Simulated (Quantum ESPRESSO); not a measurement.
# MgAu4 (I4/mmm) in Quantum ESPRESSO: reference runs

Reference runs on MgAu4: the cell as given.

All numbers are computed with Quantum ESPRESSO 7.5; they aren't measurements. Logs are shortened: lines on timing, memory, paths and dates and some standing lists are left out, and cuts for length are marked.

### Step 1. The structure

Symmetry: I4/mmm, No. 139, tetragonal system. The conventional cell has a = 4.450 Å, b = 4.450 Å, c = 10.907 Å, α = 90.00°, β = 90.00°, γ = 90.00°. Mg (site symmetry 4/mmm) has 16 Au at 3.39 to 3.52 Å as nearest neighbours. Au (site symmetry -4m2) has 4 Au at 2.67 Å as nearest neighbours. Au (site symmetry 4mm) has 5 Au at 2.51 to 2.67 Å as nearest neighbours.

The cell was built by a generator and needn't be a form met in nature.

### Step 2. Single point, PBE

pw.in reads:

```
&CONTROL
  calculation = 'scf'
  prefix = 'pwscf'
  outdir = './tmp'
  pseudo_dir = './pseudo'
  tprnfor = .true.
  tstress = .true.
  disk_io = 'low'
/
&SYSTEM
  ibrav = 0
  nat = 5
  ntyp = 2
  ecutwfc = 60
  ecutrho = 440
  nbnd = 51
  occupations = 'smearing'
  smearing = 'fd'
  degauss = 0.00367493
/
&ELECTRONS
  conv_thr = 1d-09
  electron_maxstep = 120
  mixing_beta = 0.5
/
ATOMIC_SPECIES
Mg    24.3050 Mg.pbe-n-kjpaw_psl.0.3.0.UPF
Au   196.9666 Au_ONCV_PBE-1.0.oncvpsp.upf
CELL_PARAMETERS angstrom
  -2.2249525600    2.2249525600    5.4537215700
   2.2249525600   -2.2249525600    5.4537215700
   2.2249525600    2.2249525600   -5.4537215700
ATOMIC_POSITIONS crystal
Mg     0.0000000000    0.0000000000    0.0000000000
Au     0.2500000000    0.7500000000    0.5000000000
Au     0.7500000000    0.2500000000    0.5000000000
Au     0.3848880500    0.3848880500    0.0000000000
Au     0.6151119500    0.6151119500    0.0000000000
K_POINTS automatic
8 8 8 0 0 0
```

pp_density.in reads:

```
&INPUTPP
  prefix = 'pwscf'
  outdir = './tmp'
  filplot = 'density.dat'
  plot_num = 0
/
&PLOT
  nfile = 1
  filepp(1) = 'density.dat'
  iflag = 3
  output_format = 6
  fileout = 'density.cube'
/
```

pp_potential.in reads:

```
&INPUTPP
  prefix = 'pwscf'
  outdir = './tmp'
  filplot = 'potential.dat'
  plot_num = 11
/
&PLOT
  nfile = 1
  filepp(1) = 'potential.dat'
  iflag = 3
  output_format = 6
  fileout = 'potential.cube'
/
```

Potentials or basis: SSSP 1.3 efficiency PBE.

Command:

```
$ OMP_NUM_THREADS=1 pw.x -in pw.in > pw.out
$ OMP_NUM_THREADS=1 pp.x -in pp_density.in > pp_density.out
$ OMP_NUM_THREADS=1 pp.x -in pp_potential.in > pp_potential.out
```

pw.out:

```text
This program is part of the open-source Quantum ESPRESSO suite
     for quantum simulation of materials; please cite
         "P. Giannozzi et al., J. Phys.:Condens. Matter 21 395502 (2009);
         "P. Giannozzi et al., J. Phys.:Condens. Matter 29 465901 (2017);
         "P. Giannozzi et al., J. Chem. Phys. 152 154105 (2020);
     in publications or presentations arising from this work. More details at

     file Mg.pbe-n-kjpaw_psl.0.3.0.UPF: wavefunction(s)  3S renormalized
     Message from routine setup:
     using ibrav=0 with symmetry is DISCOURAGED, use correct ibrav instead

     G-vector sticks info
     --------------------
     sticks:   dense  smooth     PW     G-vecs:    dense   smooth      PW
     Sum        4275    2347    757               113489    45923    8521

     Using Slab Decomposition

     bravais-lattice index     =            0
     lattice parameter (alat)  =      11.8984  a.u.
     unit-cell volume          =     728.7710 (a.u.)^3
     number of atoms/cell      =            5
     number of atomic types    =            2
     number of electrons       =        78.00
     number of Kohn-Sham states=           51
     kinetic-energy cutoff     =      60.0000  Ry
     charge density cutoff     =     440.0000  Ry
     scf convergence threshold =      1.0E-09
     mixing beta               =       0.5000
     number of iterations used =            8  plain     mixing
     Exchange-correlation= PBE
                           (   1   4   3   4   0   0   0)

     celldm(1)=  11.898360  celldm(2)=   0.000000  celldm(3)=   0.000000
     celldm(4)=   0.000000  celldm(5)=   0.000000  celldm(6)=   0.000000

     crystal axes: (cart. coord. in units of alat)
               a(1) = (  -0.353372   0.353372   0.866173 )
               a(2) = (   0.353372  -0.353372   0.866173 )
               a(3) = (   0.353372   0.353372  -0.866173 )

     reciprocal axes: (cart. coord. in units 2 pi/alat)
               b(1) = (  0.000000  1.414938  0.577252 )
               b(2) = (  1.414938  0.000000  0.577252 )
               b(3) = (  1.414938  1.414938  0.000000 )

     PseudoPot. # 1 for Mg read from file:
     Mg.pbe-n-kjpaw_psl.0.3.0.UPF
     Pseudo is Projector augmented-wave + core cor, Zval =  2.0
     Generated using "atomic" code by A. Dal Corso  v.5.0.99 svn rev. 10869
     Shape of augmentation charge: PSQ
     Using radial grid of 1129 points,  4 beta functions with:
                l(1) =   0
                l(2) =   0
                l(3) =   1
                l(4) =   1
     Q(r) pseudized with 0 coefficients

     PseudoPot. # 2 for Au read from file:
     Au_ONCV_PBE-1.0.oncvpsp.upf
     Pseudo is Norm-conserving, Zval = 19.0
     Generated using ONCVPSP code by D. R. Hamann
     Using radial grid of 1278 points,  8 beta functions with:
                l(1) =   0
                l(2) =   0
                l(3) =   1
                l(4) =   1
                l(5) =   2
                l(6) =   2
                l(7) =   3
                l(8) =   3

     atomic species   valence    mass     pseudopotential
     Mg                2.00    24.30500     Mg( 1.00)
     Au               19.00   196.96660     Au( 1.00)

     16 Sym. Ops., with inversion, found

   Cartesian axes

     site n.     atom                  positions (alat units)
         1        Mg     tau(   1) = (   0.0000000   0.0000000   0.0000000  )
         2        Au     tau(   2) = (   0.3533723   0.0000000   0.4330866  )
         3        Au     tau(   3) = (   0.0000000   0.3533723   0.4330866  )
         4        Au     tau(   4) = (  -0.0000000  -0.0000000   0.6667594  )
         5        Au     tau(   5) = (  -0.0000000  -0.0000000   1.0655870  )

     number of k points=    59  Fermi-Dirac smearing, width (Ry)=  0.0037
                       cart. coord. in units 2pi/alat
        k(    1) = (   0.0000000   0.0000000   0.0000000), wk =   0.0039062
        k(    2) = (   0.1768673   0.1768673   0.0000000), wk =   0.0156250
        k(    3) = (   0.3537346   0.3537346   0.0000000), wk =   0.0156250
        k(    4) = (   0.5306018   0.5306018   0.0000000), wk =   0.0156250
        k(    5) = (  -0.7074691  -0.7074691   0.0000000), wk =   0.0078125
        k(    6) = (   0.1768673   0.0000000   0.0721565), wk =   0.0312500
[... 51 lines left out ...]
        k(   58) = (  -1.2380709  -0.1768673   0.0000000), wk =   0.0156250
        k(   59) = (  -1.4149382  -1.4149382  -0.5772518), wk =   0.0039062

     Dense  grid:   113489 G-vectors     FFT dimensions: (  80,  80,  80)

     Smooth grid:    45923 G-vectors     FFT dimensions: (  60,  60,  60)

     Initial potential from superposition of free atoms

     starting charge      77.9987, renormalised to      78.0000
     Starting wfcs are   44 randomized atomic wfcs +    7 random wfcs

     Self-consistent Calculation

     iteration #  1     ecut=    60.00 Ry     beta= 0.50
     Davidson diagonalization with overlap
     ethr =  1.00E-02,  avg # of iterations =  5.2

     Threshold (ethr) on eigenvalues was too large:
     Diagonalizing with lowered threshold

     Davidson diagonalization with overlap
     ethr =  2.34E-04,  avg # of iterations =  4.0

     total energy              =   -1132.21909739 Ry
     estimated scf accuracy    <       0.17809374 Ry

     iteration #  2     ecut=    60.00 Ry     beta= 0.50
     Davidson diagonalization with overlap
     ethr =  2.28E-04,  avg # of iterations =  3.3

     total energy              =   -1132.26040504 Ry
     estimated scf accuracy    <       0.05639787 Ry

     iteration #  3     ecut=    60.00 Ry     beta= 0.50
     Davidson diagonalization with overlap
     ethr =  7.23E-05,  avg # of iterations =  2.2

     total energy              =   -1132.27086548 Ry
     estimated scf accuracy    <       0.00444685 Ry
[... 33 lines left out ...]
     total energy              =   -1132.27222129 Ry
     estimated scf accuracy    <       0.00000006 Ry

     iteration #  9     ecut=    60.00 Ry     beta= 0.50
     Davidson diagonalization with overlap
     ethr =  7.61E-11,  avg # of iterations =  2.3

     total energy              =   -1132.27222130 Ry
     estimated scf accuracy    <          1.9E-09 Ry

     iteration # 10     ecut=    60.00 Ry     beta= 0.50
     Davidson diagonalization with overlap
     ethr =  2.50E-12,  avg # of iterations =  5.0

     End of self-consistent calculation

          k = 0.0000 0.0000 0.0000 (  5777 PWs)   bands (ev):

   -92.4757 -92.4594 -92.2852 -92.2842 -43.9917 -43.8126 -43.8126 -43.8058
   -43.8058 -43.7546 -43.5847 -43.5713 -43.5713 -43.5670 -43.5670 -43.5629
     4.7861   7.2011   7.2665   7.4151   7.5678   7.5678   8.0303   8.2010
     8.7213   8.7213   8.8773   8.9828   9.4767   9.4767   9.4929  10.2446
    10.5352  10.5352  10.6108  10.6597  10.8880  12.7816  13.4218  15.8639
    16.0295  16.0295  17.1116  17.3813  17.3813  18.6989  19.0126  21.4454
    21.4454  24.7581  24.8784

          k = 0.1769 0.1769 0.0000 (  5737 PWs)   bands (ev):

   -92.4756 -92.4594 -92.2852 -92.2844 -43.9956 -43.8120 -43.8074 -43.8042
   -43.8016 -43.7583 -43.5886 -43.5740 -43.5732 -43.5731 -43.5614 -43.5580
     5.0425   7.1870   7.3447   7.5259   7.5846   7.6203   8.0332   8.1747
     8.4310   8.6021   8.8745   9.2149   9.3912   9.4312   9.5306   9.9287
    10.2694  10.6616  10.7059  10.7391  11.1239  12.9132  13.4814  14.8290
    15.1487  15.2259  16.2215  18.6207  19.0556  19.4026  19.9364  20.2206
    22.0460  24.4126  24.6250
[... 153 lines left out ...]
   -92.4752 -92.4596 -92.2852 -92.2845 -44.0024 -43.8178 -43.8099 -43.7945
   -43.7902 -43.7543 -43.5937 -43.5847 -43.5778 -43.5697 -43.5569 -43.5559
     5.5615   7.1772   7.3225   7.5608   7.6377   7.8396   7.9286   8.0442
     8.1719   8.3523   8.7662   9.0768   9.2993   9.5916   9.7725   9.9145
    10.3829  10.4963  10.7414  10.9506  11.2045  11.9280  12.8816  14.5973
    14.9774  15.7454  16.9768  18.2494  19.0396  20.1049  20.9902  21.7458
    22.0088  22.4227  22.7154

          k =-0.7075-0.0000-0.2886 (  5750 PWs)   bands (ev):

   -92.4751 -92.4596 -92.2850 -92.2849 -44.0067 -43.8178 -43.7997 -43.7974
   -43.7762 -43.7654 -43.6032 -43.5854 -43.5733 -43.5682 -43.5592 -43.5554
     6.4002   7.2107   7.5045   7.5900   7.6390   7.8561   7.9657   8.0610
     8.0968   8.1775   8.2969   8.5831   9.3606   9.4136   9.8941  10.2539
    10.2870  10.4855  10.4898  11.0759  11.1019  11.3179  12.3960  13.3170
    17.1242  17.2574  17.3521  18.3757  18.7270  19.8391  19.9438  20.2681
    21.0194  22.2024  24.1572

          k =-0.5306 0.1769-0.2886 (  5718 PWs)   bands (ev):

   -92.4751 -92.4596 -92.2851 -92.2848 -44.0070 -43.8178 -43.8055 -43.7930
   -43.7818 -43.7573 -43.6010 -43.5874 -43.5795 -43.5697 -43.5550 -43.5530
     6.1587   7.2472   7.3027   7.5060   7.7396   7.8107   7.9289   8.0097
     8.1294   8.1674   8.6420   8.7940   9.3764   9.5632   9.8586  10.1166
    10.3754  10.5100  10.7092  11.0505  11.1088  11.5853  12.1023  14.0458
    15.2182  16.5696  17.4202  18.0039  19.0662  19.7570  20.2864  21.1208
    22.3029  22.8802  23.4225

          k =-0.3537 0.3537-0.2886 (  5708 PWs)   bands (ev):

   -92.4751 -92.4596 -92.2852 -92.2847 -44.0073 -43.8179 -43.8085 -43.7900
   -43.7860 -43.7518 -43.5956 -43.5932 -43.5836 -43.5707 -43.5526 -43.5507
     5.9724   7.1942   7.2432   7.4891   7.6442   7.8413   7.9216   7.9970
     8.1101   8.2726   8.6875   9.0771   9.5550   9.6748   9.7786   9.9091
    10.4739  10.4841  10.8757  11.0286  11.3238  11.6118  12.9450  13.0845
    15.3692  15.9658  16.4234  17.3306  19.7166  20.3526  20.8090  21.2752
    22.0437  23.0268  23.8994

          k = 0.3537 0.3537 0.1443 (  5736 PWs)   bands (ev):

   -92.4752 -92.4595 -92.2852 -92.2847 -44.0054 -43.8122 -43.8106 -43.7914
   -43.7838 -43.7626 -43.5932 -43.5909 -43.5821 -43.5728 -43.5522 -43.5506
     5.7871   7.1805   7.4087   7.5569   7.6406   7.9147   7.9183   7.9940
     8.1056   8.1578   8.7835   9.2002   9.5507   9.5782   9.6458   9.8706
    10.4259  10.4912  10.7465  11.0709  11.3104  12.3289  13.5500  13.5954
    14.3711  15.1791  15.4459  16.7150  20.3369  21.1382  21.2551  22.2731
    22.2896  23.0904  23.5216
[... 353 lines left out ...]
   -92.4748 -92.4602 -92.2852 -92.2844 -44.0046 -43.8296 -43.8240 -43.7858
   -43.7848 -43.7305 -43.5910 -43.5885 -43.5798 -43.5665 -43.5649 -43.5577
     5.8576   6.5338   7.3689   7.4622   7.6411   7.8083   7.8438   8.0312
     8.0422   8.3057   8.4846   8.9727   9.0375   9.8092  10.1090  10.5052
    10.5590  10.5703  10.7218  10.8096  11.2247  11.4768  13.1392  13.3035
    17.5277  17.9476  18.4605  18.8002  19.6087  19.9767  19.9992  20.2504
    21.3685  21.8804  22.3126

          k =-1.4149-1.4149-0.5773 (  5686 PWs)   bands (ev):

   -92.4748 -92.4604 -92.2852 -92.2842 -44.0023 -43.8317 -43.8317 -43.7841
   -43.7841 -43.7270 -43.5847 -43.5799 -43.5777 -43.5777 -43.5632 -43.5632
     5.6057   6.4339   7.3509   7.5172   7.6668   7.8527   7.8527   7.9906
     7.9906   8.0658   8.4921   8.8524   9.1489  10.0412  10.0412  10.5140
    10.5687  10.8404  10.8880  10.9091  10.9091  11.5136  13.9508  13.9508
    16.3618  16.9072  18.4816  19.0469  20.5736  20.7608  20.7608  20.9071
    21.6932  21.6932  21.9292

     the Fermi energy is    13.1930 ev

!    total energy              =   -1132.27222130 Ry
     estimated scf accuracy    <          4.3E-10 Ry
     smearing contrib. (-TS)   =      -0.00059435 Ry
     internal energy E=F+TS    =   -1132.27162695 Ry

     The total energy is F=E-TS. E is the sum of the following terms:
     one-electron contribution =    -691.74538319 Ry
     hartree contribution      =     362.48527193 Ry
     xc contribution           =    -102.98185356 Ry
     ewald contribution        =    -668.78545314 Ry
     one-center paw contrib.   =     -31.24420901 Ry

     convergence has been achieved in  10 iterations

     Forces acting on atoms (cartesian axes, Ry/au):

     atom    1 type  1   force =    -0.00000000   -0.00000000    0.00000000
     atom    2 type  2   force =    -0.00000000   -0.00000000   -0.00000000
     atom    3 type  2   force =    -0.00000000    0.00000000   -0.00000000
     atom    4 type  2   force =    -0.00000000   -0.00000000    0.00997260
     atom    5 type  2   force =     0.00000000    0.00000000   -0.00997260

     Total force =     0.014103     Total SCF correction =     0.000122

     Computing stress (Cartesian axis) and pressure

          total   stress  (Ry/bohr**3)                   (kbar)     P=       30.04
   0.00004180   0.00000000  -0.00000000            6.15        0.00       -0.00
   0.00000000   0.00004180  -0.00000000            0.00        6.15       -0.00
   0.00000000   0.00000000   0.00052913            0.00        0.00       77.84

=------------------------------------------------------------------------------=
   JOB DONE.
=------------------------------------------------------------------------------=
```

Run time: 6.7 min. Hardware: 1 thread of Intel Xeon Platinum 8488C (Sapphire Rapids), shared host; peak memory 0.51 GiB.

Results:

| Quantity | Value |
| --- | --- |
| Free energy | -15405.3484 eV |
| Pressure | 3.0 GPa |
| Largest force | 0.256 eV/Å |
| Band gap on the k mesh | none (metal or under the smearing width) |

Forces in eV/Å, atoms in the order of the input:
```
Mg   0.000  0.000  0.000
Au   0.000  0.000  0.000
Au   0.000  0.000  0.000
Au   0.000  0.000  0.256
Au   0.000  0.000 -0.256
```
